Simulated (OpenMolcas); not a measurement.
# Mo⁵⁺ among point charges: CASSCF and CASPT2 levels and susceptibility

Aim: the splitting of the states of Mo⁵⁺ in the field of 6 point charges, its lowest levels with spin-orbit coupling and its magnetic susceptibility.

The numbers are computed with OpenMolcas 26.06 (state-averaged CASSCF and CASPT2, spin-orbit coupling by RASSI with atomic mean-field integrals), except any that are marked as measured or tabulated.

**1. The system**

```
Species                           : Mo⁵⁺ (molybdenum, Z = 42, 37 electrons)
Basis                             : ANO-RCC-VTZP [7s6p4d2f1g], 68 functions
Scalar Hamiltonian                : DKH2, point nucleus
Inactive shells                   : 1s 2s 2p 3s 3p 3d 4s 4p
Active space                      : 1 electron in 5 orbitals (4d)
Some configurations of this space : 4d
Orbitals                          : optimised for each spin and parity, averaged over all roots
```

The outer shells:

4d
```
4d [↑ ][  ][  ][  ][  ]
```

The ion sits among 6 point charges of -1 e arranged as a tetragonal octahedron (D4h), 2.04 Å from the ion, with the axial distance 2.142 Å.

Each step is its own input file, run in one work folder so that later steps find the files of earlier ones. Labels, J, g values, rates, χT and fits are worked out afterwards by a script from the matrices that RASSI stores. The input lists half of the charges; inversion (Group=XYZ) makes the rest.

**2. One- and two-electron integrals**

Contents of a.inp:

```
&GATEWAY
Coord
1

Mo 0.0 0.0 0.0
Basis=ANO-RCC-VTZP
Group=XYZ
NoMove
AngMom=0.0 0.0 0.0
AMFI
XField
3 Angstrom 0
2.040000 0.000000 0.000000 -1.000000
0.000000 2.040000 0.000000 -1.000000
0.000000 0.000000 2.142000 -1.000000
&SEWARD
```

Command:

```console
OMP_NUM_THREADS=1 MOLCAS_MEM=1689 MOLCAS_PROJECT=a pymolcas a.inp > a.log
```

**3. CASSCF: doublets of even parity, 5 roots**

Contents of a.inp:

```
&RASSCF
FileOrb=start.orb
Symmetry=1
Spin=2
nActEl=1 0 0
Inactive=9 9
Ras2=5 0
CIRoot=5 5 1
SDav=5
CIMx=300
Iter=120 100
PrWF=0.3
OrbListing=Nothing
MaxOrb=0
>>> COPY $Project.JobIph JOB001
```

start.orb holds the contracted functions of the basis, ordered by shell, or the orbitals of the step before.

**4. State interaction with spin-orbit coupling**

Contents of a.inp:

```
&RASSI
NrOfJobIphs=1 5
1 2 3 4 5
IphNames
JOB001
EJob
SpinOrbit
DIPRint=1.0
SOCoupling=1000.0
Subsets=2
Property=9
'ANGMOM' 1 'ANGMOM' 2 'ANGMOM' 3 'MLTPL  1' 1 'MLTPL  1' 2 'MLTPL  1' 3
'AMFI' 1 'AMFI' 2 'AMFI' 3
SOProperty=3
'ANGMOM' 1 'ANGMOM' 2 'ANGMOM' 3
```

**5. CASPT2: IPEA 0.25, imaginary shift 0.1 (closed shells correlated: 4s 4p)**

Contents of a.inp:

```
>>> COPY JOB001 $Project.JobIph
&CASPT2
Multistate=5 1 2 3 4 5
NoMult
Frozen=8 6
IPEA=0.25
Imaginary=0.1
MaxIter=60
WThr=0.0 0.3 0.05
PrWF=0.5
NoMix
```

(Steps that only read results are left out.)

**Question.** What will these runs give? Wanted: spin-free ground state; first state of the same spin within the active space; lowest level; next level.

As calculated:

| quantity | value |
| --- | --- |
| method | SS-CASPT2, IPEA 0.25, imaginary shift 0.1 (closed shells correlated: 4s 4p) |
| spin-free ground state | 2E, 2-fold in its orbital part |
| first state of the same spin within the active space | 2B2 at 884 cm⁻¹ |
| lowest level | 2-fold E1/2, g = 0.14, 1.12, 1.12 |
| next level | 540.2 cm⁻¹ |
| χT at 300 K | 0.16 cm³ K/mol |
| effective moment at 300 K | 1.11 μB |

Cost by method:

```csv
method,time of its own steps,time with the reference
A. CASSCF,1.1 s,1.1 s
"B. SS-CASPT2, IPEA 0.25, imaginary shift 0.1, +4s 4p",0.57 s,1.7 s
```

Times are of one thread on a shared host.

The spin-free ground state (2E) comes to 100 % from free-ion D terms and keeps the highest spin of the shell. χT at 300 K is 0.16, against 0.38 cm³ K/mol for the spin alone, so orbital moment lowers it. The field of point charges can differ much from that of real complexes. Point charges carry no covalency, so the field is a model and not that of real ligands.
